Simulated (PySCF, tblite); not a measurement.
# C16H20F18KNO8S2: electronic excitations, NMR shifts, part 3 of 3

tblite 0.8.0 and PySCF 2.14.0. Atoms count from 0. Earlier steps stand in the parts before.

### 5 NMR shifts: GIAO B97-D/pcSseg-1

Job settings and geometry (Å):

```
{"job": {"kind": "nmr", "basis": "pcSseg-1", "pop": false, "xc": "B97-D"}, "charge": 0, "multiplicity": 1}
F      1.427616    -0.679610    -3.593928
C      0.665632    -0.594181    -4.732846
F      1.309049    -1.344369    -5.648656
C     -0.722262    -1.158161    -4.430416
O     -1.339567    -0.431144    -3.408060
C     -2.177503     0.624546    -3.848039
C     -2.666852     1.348696    -2.602852
O     -3.642527     2.309189    -2.969692
C     -4.009967     3.144657    -1.898935
C     -3.187285     4.438147    -1.899676
F     -3.690913     5.312698    -0.997199
F     -1.897716     4.223285    -1.547155
F      5.270106     2.316308    -4.823877
C      4.787464     1.559314    -3.815096
F      3.463378     1.380307    -4.092776
C      5.538671     0.221643    -3.757212
O      5.473847    -0.393900    -2.502015
C      4.192705    -0.898475    -2.190556
C      4.235460    -1.626571    -0.856128
O      2.893122    -1.854176    -0.464053
C      2.770283    -2.363744     0.839310
C      2.797705    -1.254416     1.911270
F      3.122329    -0.060141     1.353419
F      1.577699    -1.085521     2.467843
O     -0.209047    -3.240810     1.042230
S     -1.208933    -2.223654     0.960213
O     -2.171566    -2.091239     1.990467
N     -0.542318    -0.899086     0.454513
S     -1.168915     0.535386     0.540071
O     -2.586083     0.611781     0.476447
O     -0.405031     1.327895    -0.384476
C     -0.684563     1.238530     2.215883
F     -0.833064     0.334739     3.194832
F      0.619174     1.579050     2.178219
C     -1.539668     2.476964     2.496028
F     -1.641937     3.227435     1.400880
F     -1.025986     3.255121     3.453275
F     -2.764703     2.140605     2.877378
C     -2.188566    -2.769239    -0.585883
F     -1.289178    -3.145299    -1.534148
F     -2.882259    -1.746269    -1.121730
C     -3.134784    -3.933922    -0.293198
F     -3.575802    -4.526814    -1.413000
F     -4.204109    -3.532339     0.379365
F     -2.523632    -4.876445     0.420292
K      0.871352    -0.406912    -1.288292
H      0.687275     0.454863    -5.055913
H     -0.586052    -2.182844    -4.069586
H     -1.316884    -1.170676    -5.352745
H     -3.038716     0.223057    -4.398930
H     -1.635146     1.326255    -4.494578
H     -3.101789     0.617359    -1.913865
H     -1.815571     1.819263    -2.105578
H     -3.887672     2.637545    -0.935136
H     -5.059506     3.421003    -2.042015
H     -3.182372     4.930730    -2.885440
H      4.859922     2.134496    -2.879415
H      6.595124     0.429114    -3.945147
H      5.146550    -0.436101    -4.547219
H      3.852165    -1.583383    -2.978789
H      3.461428    -0.084948    -2.082795
H      4.769059    -2.582284    -0.957714
H      4.769576    -0.990699    -0.141562
H      3.558737    -3.098046     1.042744
H      1.792685    -2.850859     0.905557
H      3.503795    -1.435481     2.737339
```

Level: GIAO B97-D/pcSseg-1 NMR shielding, non-relativistic, gas phase.

The program printed:

```text
start: PBE on a coarse grid of 60423 points
cycle   1  E = -4465.6329981956  dE =  8.892e+00  |g| = 2.892e+00  |ddm| = 7.707e+00
cycle   2  E = -4457.8988824990  dE =  7.734e+00  |g| = 7.115e+00  |ddm| = 8.024e+00
cycle   3  E = -4466.7985927022  dE = -8.900e+00  |g| = 1.061e+00  |ddm| = 6.924e+00
cycle   4  E = -4466.9533853099  dE = -1.548e-01  |g| = 6.375e-01  |ddm| = 1.416e+00
cycle   5  E = -4467.0167818253  dE = -6.340e-02  |g| = 2.158e-01  |ddm| = 6.342e-01
cycle   6  E = -4467.0256154389  dE = -8.834e-03  |g| = 7.721e-02  |ddm| = 2.549e-01
cycle   7  E = -4467.0266079602  dE = -9.925e-04  |g| = 3.056e-02  |ddm| = 7.473e-02
cycle   8  E = -4467.0267496644  dE = -1.417e-04  |g| = 1.245e-02  |ddm| = 2.952e-02
cycle   9  E = -4467.0267755214  dE = -2.586e-05  |g| = 3.652e-03  |ddm| = 1.146e-02
final grid: 556318 points
cycle  10  E = -4469.5371138251  dE =  7.698e-03  |g| = 4.163e-01  |ddm| = 6.028e-01
cycle  11  E = -4469.4655667843  dE =  7.155e-02  |g| = 7.875e-01  |ddm| = 6.870e-01
cycle  12  E = -4469.5603920027  dE = -9.483e-02  |g| = 9.069e-02  |ddm| = 5.039e-01
cycle  13  E = -4469.5616027146  dE = -1.211e-03  |g| = 4.194e-02  |ddm| = 1.036e-01
cycle  14  E = -4469.5619051743  dE = -3.025e-04  |g| = 7.689e-03  |ddm| = 3.672e-02
cycle  15  E = -4469.5619167591  dE = -1.158e-05  |g| = 3.004e-03  |ddm| = 8.612e-03
cycle  16  E = -4469.5619203666  dE = -3.607e-06  |g| = 8.874e-04  |ddm| = 2.765e-03
cycle  17  E = -4469.5619179136  dE =  2.453e-06  |g| = 4.143e-04  |ddm| = 9.663e-04
cycle  18  E = -4469.5619191865  dE = -1.273e-06  |g| = 8.970e-05  |ddm| = 3.602e-04
converged SCF energy = -4469.5619191865

GIAO shielding tensors (ppm)
atom      isotropic    diamagn.    paramagn.     s11        s22        s33       span
  0 F      287.244     496.303    -209.059    190.084    322.004    349.643    159.559
  1 C       59.221     248.875    -189.654     35.667     60.544     81.453     45.786
  2 F      307.150     464.257    -157.108    198.129    319.207    404.113    205.984
  3 C      107.108     247.788    -140.680     81.336     92.603    147.385     66.048
  4 O      304.214     422.634    -118.420    269.711    313.701    329.230     59.519
  5 C      105.309     250.223    -144.914     65.916     93.926    156.083     90.167
  6 C      105.770     265.979    -160.209     71.972     93.160    152.178     80.206
  7 O      304.792     392.996     -88.204    271.706    299.976    342.694     70.988
  8 C      106.435     249.014    -142.579     84.283     89.378    145.644     61.360
  9 C       55.820     232.350    -176.530     40.274     60.184     67.001     26.728
 10 F      304.254     466.680    -162.427    203.407    319.650    389.703    186.296
 11 F      302.927     491.612    -188.685    218.147    327.391    363.243    145.096
 12 F      299.439     456.563    -157.124    187.513    310.805    400.000    212.488
 13 C       53.793     247.304    -193.511     36.289     57.474     67.616     31.327
 14 F      289.196     491.269    -202.074    194.451    312.318    360.817    166.366
 15 C      103.409     244.914    -141.505     81.099     89.748    139.381     58.283
 16 O      289.479     394.017    -104.538    271.748    279.126    317.564     45.816
 17 C      104.966     267.649    -162.684     74.033     90.236    150.628     76.596
 18 C      105.704     246.886    -141.182     69.384     89.365    158.362     88.978
 19 O      293.913     418.696    -124.783    270.702    298.263    312.774     42.072
 20 C      107.510     256.551    -149.042     85.790     92.025    144.713     58.923
 21 C       59.532     236.953    -177.421     38.678     58.928     80.988     42.310
 22 F      310.144     488.640    -178.496    210.046    315.178    405.209    195.163
 23 F      274.545     488.661    -214.116    174.595    293.091    355.951    181.356
 24 O      104.113     408.375    -304.262     73.896    109.874    128.570     54.674
 25 S      225.456    1063.160    -837.704     81.796    202.440    392.132    310.336
 26 O      104.425     404.860    -300.435     85.039     96.476    131.760     46.720
 27 N       88.149     362.538    -274.389     73.719     82.665    108.063     34.345
 28 S      227.727    1069.534    -841.807     97.875    226.686    358.620    260.745
 29 O      108.315     408.875    -300.560     86.350    115.715    122.881     36.531
 30 O      106.916     419.176    -312.261     70.783    116.442    133.521     62.738
 31 C       57.840     256.541    -198.702     44.213     63.398     65.909     21.696
 32 F      283.487     479.248    -195.761    217.246    311.095    322.120    104.874
 33 F      281.410     484.461    -203.051    203.011    306.047    335.171    132.160
 34 C       52.707     251.551    -198.845     39.435     56.224     62.460     23.025
 35 F      245.885     482.679    -236.794    177.366    241.090    319.197    141.831
 36 F      251.057     467.940    -216.883    177.390    238.100    337.681    160.291
 37 F      246.271     471.657    -225.386    170.570    249.647    318.597    148.026
 38 C       56.406     256.342    -199.936     43.172     62.361     63.683     20.511
 39 F      288.868     485.799    -196.931    200.619    315.698    350.287    149.668
 40 F      283.920     487.954    -204.034    207.909    314.416    329.436    121.527
 41 C       52.180     250.794    -198.614     40.415     55.126     60.999     20.584
 42 F      250.286     464.427    -214.141    174.353    235.330    341.175    166.822
 43 F      247.589     470.980    -223.391    173.634    248.521    320.614    146.980
 44 F      247.818     471.762    -223.944    179.059    243.361    321.032    141.973
 45 K     1136.258    1350.078    -213.820   1081.690   1119.738   1207.347    125.657
 46 H       25.316      33.957      -8.641     23.326     25.115     27.508      4.182
 47 H       27.668      35.764      -8.096     24.078     27.759     31.168      7.089
 48 H       28.134      26.296       1.838     24.248     27.409     32.746      8.497
 49 H       28.009      30.028      -2.019     24.403     27.128     32.495      8.093
 50 H       28.045      34.516      -6.471     24.210     27.773     32.153      7.943
 51 H       27.228      44.238     -17.011     23.036     25.225     33.422     10.386
 52 H       26.805      47.259     -20.454     20.935     26.558     32.922     11.987
 53 H       27.553      37.244      -9.691     24.532     28.574     29.553      5.021
 54 H       27.829      23.856       3.973     23.113     27.360     33.015      9.902
 55 H       25.543      24.573       0.970     22.239     24.668     29.724      7.486
 56 H       25.333      34.088      -8.755     22.329     25.743     27.927      5.598
 57 H       27.538      19.952       7.586     22.555     27.396     32.664     10.109
 58 H       27.872      26.460       1.413     25.116     27.166     31.335      6.219
 59 H       27.928      40.852     -12.924     25.994     27.009     30.781      4.787
 60 H       27.975      50.919     -22.943     21.692     27.629     34.606     12.915
 61 H       27.938      28.650      -0.712     23.949     26.810     33.056      9.107
 62 H       27.862      34.574      -6.712     23.492     27.444     32.649      9.157
 63 H       28.210      31.279      -3.069     24.412     26.936     33.283      8.870
 64 H       25.270      39.221     -13.951     20.658     22.886     32.266     11.608
 65 H       25.222      29.139      -3.917     21.265     24.034     30.367      9.102
```

Wall time 65 s (4 threads of Arm Neoverse V1, shared host); peak memory 2.7 GiB.

Shifts follow as δ = σ(reference) − σ, with reference shieldings (ppm) from runs at the same level and on the same kind of geometry: 1H TMS 31.85, 13C TMS 181.8, 19F CFCl3 148.0, 15N NH3 263.2, 17O H2O 332.1. The references are single molecules in the gas phase, so shifts against H2O, NH3, PH3, H3PO4 or CFCl3 are not on the usual liquid scales and can be off by tens of ppm. Atoms listed in one row are averaged.

| atoms | environment | σ (ppm) | δ (ppm) |
| --- | --- | --- | --- |
| C34, C41 | CF3 carbon | 52.4 | 129.3 |
| C1, C9, C13, C21 | sp3 CH bonded to 2 F | 57.1 | 124.7 |
| C31, C38 | fully substituted sp3 carbon bonded to 2 F and S | 57.1 | 124.6 |
| C5, C6, C17, C18 | sp3 CH2 bonded to O | 105.4 | 76.3 |
| C3, C8, C15, C20 | sp3 CH2 bonded to O | 106.1 | 75.7 |
| H46, H55, H56, H65 | hydrogen on an sp3 CH bonded to 2 F | 25.35 | 6.50 |
| H47, H48, H53, H54, H57 and 3 more | hydrogen on an sp3 CH2 bonded to O | 27.51 | 4.34 |
| H49, H50, H51, H52, H59 and 3 more | hydrogen on an sp3 CH2 bonded to O | 27.72 | 4.13 |
| F35, F36, F37, F42, F43, F44 | fluorine of a CF3 group | 248.2 | -100.2 |
| F32, F33, F39, F40 | fluorine of a CF2 group | 284.4 | -136.4 |
| F0, F2, F10, F11, F12 and 3 more |  | 296.9 | -148.9 |
| O24, O26, O29, O30 | S=O oxygen | 105.9 | 226.2 |
| O4, O7, O16, O19 |  | 298.1 | 34.0 |
| S25, S28 |  | 227 | – |
| N27 |  | 88.1 | 175.0 |
| K45 |  | 1136 | – |

### 6 What came out

The summary covers parts 1 to 3.

| quantity | value |
| --- | --- |
| strongest single infrared mode (GFN2-xTB) | 1168 cm⁻¹, 1270 km/mol |
| zero-point energy (GFN2-xTB) | 250.4 kcal/mol |
| lowest singlet (PBE0/def2-SVP) | 6.83 eV (182 nm), f = 0.002 |
| brightest single state of those computed | state 6, 7.58 eV, f = 0.015 |
| lowest triplet | 6.81 eV |
| 13C shifts against TMS (B97-D/pcSseg-1, means over atoms taken as alike) | 129.3, 124.7, 124.6, 76.3, 75.7 ppm |
| 1H shifts against TMS (B97-D/pcSseg-1, means over atoms taken as alike) | 6.50, 4.34, 4.13 ppm |
| 19F shifts against CFCl3 (B97-D/pcSseg-1, means over atoms taken as alike) | -100.2, -136.4, -148.9 ppm |
| 17O shifts against H2O (B97-D/pcSseg-1, means over atoms taken as alike) | 226.2, 34.0 ppm |
| 15N shifts against NH3 (B97-D/pcSseg-1) | 175.0 ppm |
| shieldings of S, K (B97-D/pcSseg-1, a mean where the table joins atoms) | S25 226.6, K45 1136.3 ppm |

In words: The lowest mode is slightly imaginary (10i cm⁻¹), a soft motion within the noise of the Hessian, so the minimum is not strictly shown. The strongest single mode, at 1168 cm⁻¹, is carried by S25, O24, N27, O26. GFN2-xTB is a fitted tight-binding method: band positions and strengths are rough. Its intensities can rank the bands wrongly. The lowest singlet, at 6.83 eV, is HOMO→LUMO 0.96 and is weak; of the 6 states computed, the strongest absorption comes from states 4 to 6 together at 7.58 eV (the last computed, so partners may be missing). The lowest triplet lies 0.02 eV below the lowest singlet. States above −ε(HOMO) lie where TDDFT describes them poorly and they hang on the basis; the brightest is among them. The basis of PBE0/def2-SVP has no diffuse functions, so Rydberg states are missing and the high states are unreliable. H46, H55, H56, H65 (mean) (hydrogen on an sp3 CH bonded to 2 F) lies farthest downfield among hydrogen, at 6.50 ppm; its carbon carries F, which withdraws density. At B97-D/pcSseg-1: The largest span, 286 ppm, is at S25, S28, where the paramagnetic term is -840 ppm.
